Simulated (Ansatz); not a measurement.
# NbTe (rocksalt): the equilibrium volume

At what volume is NbTe (rocksalt) free of pressure? The start comes from a prototype table, not from a measured structure.

Method: DFT PBE, scalar-relativistic, plane waves, PAW, in Ansatz 0.2.0.

2 further runs of the same task are left out: 2 that didn't finish. Runs told in other sessions of the task aren't counted.

**1. The starting structure**

The structure is cubic, space group Fm-3m (No. 225). The conventional cell has a = 5.780 Å, b = 5.780 Å, c = 5.780 Å, α = 90.00°, β = 90.00°, γ = 90.00°. Nb (site symmetry m-3m) has 6 Te at 2.89 Å in its first shell of neighbours. Around Te (site symmetry m-3m) lie 6 Nb at 2.89 Å.

Structure file:

```
CELL_PARAMETERS angstrom
0.00000 2.89000 2.89000
2.89000 0.00000 2.89000
2.89000 2.89000 0.00000
ATOMIC_POSITIONS crystal
Nb 0.50000 0.50000 0.50000
Te 0.00000 0.00000 0.00000
```

Starting moments: Nb 2.00 μB.

**2. At the starting volume**

File input.yaml:

```yaml
crystal:
  lattice:
    - [0.0, 2.89, 2.89]
    - [2.89, 0.0, 2.89]
    - [2.89, 2.89, 0.0]
  atoms:
    - { symbol: Nb, position: [0.5, 0.5, 0.5], spin: 2.0 }
    - { symbol: Te, position: [0.0, 0.0, 0.0] }
basis:
  ecutwfc: 420
  ecutrho_ratio: 4
kpoints:
  mp_grid: { grid: [10, 10, 10] }
hamiltonian:
  xc: pbe
scf:
  occupations: { method: gaussian, width: 0.05 }
output:
  forces: true
  stress: true
  eigenvalues: true
  populations: true
magnetization:
  spin_polarized: true
```

The run is started by

```
$ ansatz run input.yaml --threads 2 --pin off --max-ram 2662MiB --backend cpu --events-out ev --progress --plain --runs-dir out
```

Log, shortened:

```text
Warning: RAYON_NUM_THREADS=2 ignored (pool sized by the plan → 2); use --threads N
[...]
Pseudopotentials: kind: paw
Pseudopotential: Nb, paw, valence charge 13, recommended cutoff 420 eV (normal), Nb.paw.azcp
Pseudopotential: Te, paw, valence charge 16, recommended cutoff 420 eV (normal), Te.paw.azcp
Functional definition: PBE
[...]
Crystal: 2 atoms, lattice volume = 48.275 Å³
Basis set: ecut = 420 eV, 941 PW (Γ), exchange–correlation on 60×60×60 points (8 copies of the dense FFT grid, shifted against one another)
Bands: 20, of which v1, the nominal top of the filled ones, is band 15 counted from 1 (14 counted from 0)
Symmetry: 48 space group operations
Space group: Fm-3m (ITA 225), of the structure as read, at distance tolerance 3.6e-5 Å
Magnetic group: BNS 225.116 (UNI 1618), of the structure as read, at distance tolerance 3.6e-5 Å
k-points: 47 of 1000
[...]
Starting moments: Σ|m| = 2 μB on 1 of 2 sites
[...]
SCF iter   1: F=—  HF=-11531.717913 eV  |F-HF|=—  |Δ(HF+E_count)|=         —  Δρ=3.23e-2 (↑3.23e-2 ↓1.19e-2)  dr2=1.15e0  dr2_m=1.11e-1  M=1.150 μB ∫|m|=1.190 μB  β_m=0.30  ethr=3.10e-3  ⟨swp⟩=6.0  Hψ=9741  notcnv=0
[...]
spin=Collinear: Kerker preconditioning applied to the charge; magnetization (m = ρ↑ − ρ↓) channel mixes plain (no charge-response kernel on spin).
[...]
Starting moments: Σ|m| = 2 μB on 1 of 2 sites; this step starts from the density that it was given
[...]
spin=Collinear: Kerker preconditioning applied to the charge; magnetization (m = ρ↑ − ρ↓) channel mixes plain (no charge-response kernel on spin).
[...]
SCF iter   3: F=—  HF=-11531.446840 eV  |F-HF|=—  |Δ(HF+E_count)|=   1.23e-2  Δρ=1.65e-4 (↑1.57e-4 ↓1.65e-4)  dr2=6.16e-7  dr2_m=1.13e-5  M=1.022 μB ∫|m|=1.058 μB  ethr=3.45e-6  ⟨swp⟩=1.0  Hψ=4248  notcnv=0
an SCF towards the filling of the open d shells in which the orbitals that avoid the neighbouring atoms hold both spins ahead of the others, with the run's symmetry operations kept, reached no lower state that the run goes on to. This is no proof of a minimum
SCF converged after 10 iterations
Magnetization: 1.0342 μB (15.0171 up, 13.9829 down)
Absolute magnetization: 1.0731 μB (∫|ρ↑−ρ↓|, with the PAW one-centre terms)
Spin contamination: 0.0066 ħ² per cell (⟨S²⟩ above its minimum at these occupations)
Per-site moments (μB) at R_I (Å): [(0.7988113021508099, 1.192125), (-0.008619025958729492, 1.192125)]
Free energy (F): -11531.446870 eV
[...]
E sigma→0 (E₀):  -11531.445355 eV
Entropy (-TS):   -0.003029 eV (-1.515 meV/atom)
Fermi energy:    14.180696 eV
[...]
--- Forces (eV/Å), atoms counted from 1 ---
  atom   1  Nb     0.00000000    -0.00000000    -0.00000000
  atom   2  Te    -0.00000000     0.00000000    -0.00000000
[...]
--- Stress (GPa, compression-positive) ---
       -3.111185       0.000000       0.000000
       -0.000000      -3.111185      -0.000000
        0.000000      -0.000000      -3.111185
  P = ⅓ Tr σ = -3.1112 GPa (-31.112 kbar)
--- Band table (eV; the first three rows and the last of 94) ---
[... band rows left out ...]
[...]
--- Löwdin populations: 2 sites ---
  site symbol       q [e]    m [muB]
     0     Nb     13.0522     1.0644
     1     Te     15.8321    -0.0407
  spilling = 0.003990 (of n_electrons = 29.000000)
```

Wall time 8.4 s (2 threads of Arm Neoverse V2, shared host); peak memory 0.51 GiB.

Result: volume 24.138 Å³/atom, pressure -3.11 GPa, metallic, spin moments in the atoms' spheres Nb 0.80 μB.

**3. Volume 23.637 Å³/atom**

Edit input.yaml of step 2 so:

```diff
@@ -2,7 +2,7 @@
   lattice:
-    - [0.0, 2.89, 2.89]
-    - [2.89, 0.0, 2.89]
-    - [2.89, 2.89, 0.0]
+    - [0.0, 2.8698795219, 2.8698795219]
+    - [2.8698795219, 0.0, 2.8698795219]
+    - [2.8698795219, 2.8698795219, 0.0]
   atoms:
-    - { symbol: Nb, position: [0.5, 0.5, 0.5], spin: 2.0 }
+    - { symbol: Nb, position: [0.5, 0.5, 0.5], spin: 0.88 }
     - { symbol: Te, position: [0.0, 0.0, 0.0] }
```

The run is started by

```
$ ansatz run input.yaml --threads 2 --pin off --max-ram 2662MiB --backend cpu --events-out ev --progress --plain --runs-dir out
```

Log, shortened:

```text
Warning: RAYON_NUM_THREADS=2 ignored (pool sized by the plan → 2); use --threads N
[...]
Pseudopotentials: kind: paw
Pseudopotential: Nb, paw, valence charge 13, recommended cutoff 420 eV (normal), Nb.paw.azcp
Pseudopotential: Te, paw, valence charge 16, recommended cutoff 420 eV (normal), Te.paw.azcp
Functional definition: PBE
[...]
Crystal: 2 atoms, lattice volume = 47.274 Å³
Basis set: ecut = 420 eV, 941 PW (Γ), exchange–correlation on 60×60×60 points (8 copies of the dense FFT grid, shifted against one another)
Bands: 19, of which v1, the nominal top of the filled ones, is band 15 counted from 1 (14 counted from 0)
Symmetry: 48 space group operations
Space group: Fm-3m (ITA 225), of the structure as read, at distance tolerance 3.6e-5 Å
Magnetic group: BNS 225.116 (UNI 1618), of the structure as read, at distance tolerance 3.6e-5 Å
k-points: 47 of 1000
[...]
Starting moments: Σ|m| = 0.88 μB on 1 of 2 sites
[...]
Free energy (F): -11531.460938 eV
[...]
E sigma→0 (E₀):  -11531.459581 eV
Entropy (-TS):   -0.002715 eV (-1.358 meV/atom)
Fermi energy:    14.562174 eV
[...]
--- Forces (eV/Å), atoms counted from 1 ---
  atom   1  Nb     0.00000000    -0.00000000    -0.00000000
  atom   2  Te    -0.00000000     0.00000000    -0.00000000
[...]
--- Stress (GPa, compression-positive) ---
       -1.338780      -0.000000       0.000000
       -0.000000      -1.338780      -0.000000
       -0.000000       0.000000      -1.338780
  P = ⅓ Tr σ = -1.3388 GPa (-13.388 kbar)
--- Band table (eV; the first three rows and the last of 94) ---
  k-point 0 ↑: bands = ["-41.2458", "-23.3384", "-23.3384", "-23.3071", "-23.3071", "-23.3071", "-17.3768", "-17.3768", "-17.3768", "0.8596", "12.9589", "12.9589", "12.9589", "12.9898", "12.9898", "12.9898", "13.3605", "13.3605", "17.3022"]
[...]
--- Löwdin populations: 2 sites ---
  site symbol       q [e]    m [muB]
     0     Nb     13.0766     1.0139
     1     Te     15.8056    -0.0336
  spilling = 0.004063 (of n_electrons = 29.000000)
```

It took 3.5 s on 2 threads of Arm Neoverse V2, shared host; peak memory 0.37 GiB.

This gives: volume 23.637 Å³/atom, pressure -1.34 GPa, no gap, spin moments in the atoms' spheres Nb 0.76 μB.

**4. Stepping to 23.294 Å³/atom**

File input.yaml:

```yaml
crystal:
  lattice:
    - [0.0, 2.8559309941, 2.8559309941]
    - [2.8559309941, 0.0, 2.8559309941]
    - [2.8559309941, 2.8559309941, 0.0]
  atoms:
    - { symbol: Nb, position: [0.5, 0.5, 0.5], spin: 0.83 }
    - { symbol: Te, position: [0.0, 0.0, 0.0] }
basis:
  ecutwfc: 420
  ecutrho_ratio: 4
kpoints:
  mp_grid: { grid: [10, 10, 10] }
hamiltonian:
  xc: pbe
scf:
  occupations: { method: gaussian, width: 0.05 }
output:
  forces: true
  stress: true
  eigenvalues: true
  populations: true
magnetization:
  spin_polarized: true
```

The run is started by

```
$ ansatz run input.yaml --threads 2 --pin off --max-ram 2662MiB --backend cpu --events-out ev --progress --plain --runs-dir out
```

Log, shortened:

```text
Warning: RAYON_NUM_THREADS=2 ignored (pool sized by the plan → 2); use --threads N
[...]
Pseudopotentials: kind: paw
Pseudopotential: Nb, paw, valence charge 13, recommended cutoff 420 eV (normal), Nb.paw.azcp
Pseudopotential: Te, paw, valence charge 16, recommended cutoff 420 eV (normal), Te.paw.azcp
Functional definition: PBE
[...]
Crystal: 2 atoms, lattice volume = 46.588 Å³
Basis set: ecut = 420 eV, 941 PW (Γ), exchange–correlation on 54×54×54 points (8 copies of the dense FFT grid, shifted against one another)
Bands: 19, of which v1, the nominal top of the filled ones, is band 15 counted from 1 (14 counted from 0)
Symmetry: 48 space group operations
Space group: Fm-3m (ITA 225), of the structure as read, at distance tolerance 3.6e-5 Å
Magnetic group: BNS 225.116 (UNI 1618), of the structure as read, at distance tolerance 3.6e-5 Å
k-points: 47 of 1000
[...]
Starting moments: Σ|m| = 0.83 μB on 1 of 2 sites
[...]
Free energy (F): -11531.463764 eV
[...]
E sigma→0 (E₀):  -11531.462411 eV
Entropy (-TS):   -0.002706 eV (-1.353 meV/atom)
Fermi energy:    14.831817 eV
[...]
--- Forces (eV/Å), atoms counted from 1 ---
  atom   1  Nb     0.00000000    -0.00000000    -0.00000000
  atom   2  Te    -0.00000000     0.00000000     0.00000000
[...]
--- Stress (GPa, compression-positive) ---
        0.039262      -0.000000      -0.000000
       -0.000000       0.039262       0.000000
       -0.000000       0.000000       0.039262
  P = ⅓ Tr σ = 0.0393 GPa (0.393 kbar)
--- Band table (eV; the first three rows and the last of 94) ---
  k-point 0 ↑: bands = ["-40.9614", "-23.0965", "-23.0965", "-23.0637", "-23.0637", "-23.0637", "-17.0961", "-17.0961", "-17.0961", "1.0397", "13.1928", "13.1928", "13.1928", "13.2625", "13.2625", "13.2625", "13.6089", "13.6089", "17.6953"]
[...]
--- Löwdin populations: 2 sites ---
  site symbol       q [e]    m [muB]
     0     Nb     13.0935     0.9902
     1     Te     15.7873    -0.0298
  spilling = 0.004112 (of n_electrons = 29.000000)
```

It took 3.8 s on 2 threads of Arm Neoverse V2, shared host; peak memory 0.37 GiB.

Read off: volume 23.294 Å³/atom, pressure 0.04 GPa, metallic, spin moments in the atoms' spheres Nb 0.74 μB.

**5. Pressure against volume so far**

```csv
step,level,mesh,relaxed,volume (Å³/atom),pressure (GPa)
2,PBE,10×10×10,nothing,24.138,-3.11
3,PBE,10×10×10,nothing,23.637,-1.34
4,PBE,10×10×10,nothing,23.294,0.04
```

How the cell compares, before and after:

| cell as typed | before | after | change |
| --- | --- | --- | --- |
| a (Å) | 4.087 | 4.039 | -1.2 % |
| b (Å) | 4.087 | 4.039 | -1.2 % |
| c (Å) | 4.087 | 4.039 | -1.2 % |
| volume (Å³/atom) | 24.138 | 23.294 | -3.5 % |
| shortest distance (Å) | 2.890 | 2.856 | -1.2 % |
| space group | Fm-3m | Fm-3m | same |

**6. Outcome**

| quantity | value |
| --- | --- |
| volume | 23.294 Å³/atom |
| pressure | 0.04 GPa |
| conventional cell | a = 5.712 Å, b = 5.712 Å, c = 5.712 Å, α = 90.00°, β = 90.00°, γ = 90.00° |
| gap on the mesh | none (metal) |
| spin moments in spheres | Nb 0.74 μB |

What this shows: Over the 3 runs shown the cell moved from 24.14 to 23.29 Å³/atom, a change of -3.5 %, where the pressure is zero within 0.04 GPa. Another start or magnetic order reached a lower energy, so these numbers don't belong to the lowest state found. Spin–orbit coupling is left out, though the cell holds Te; it can open a gap where p bands cross.
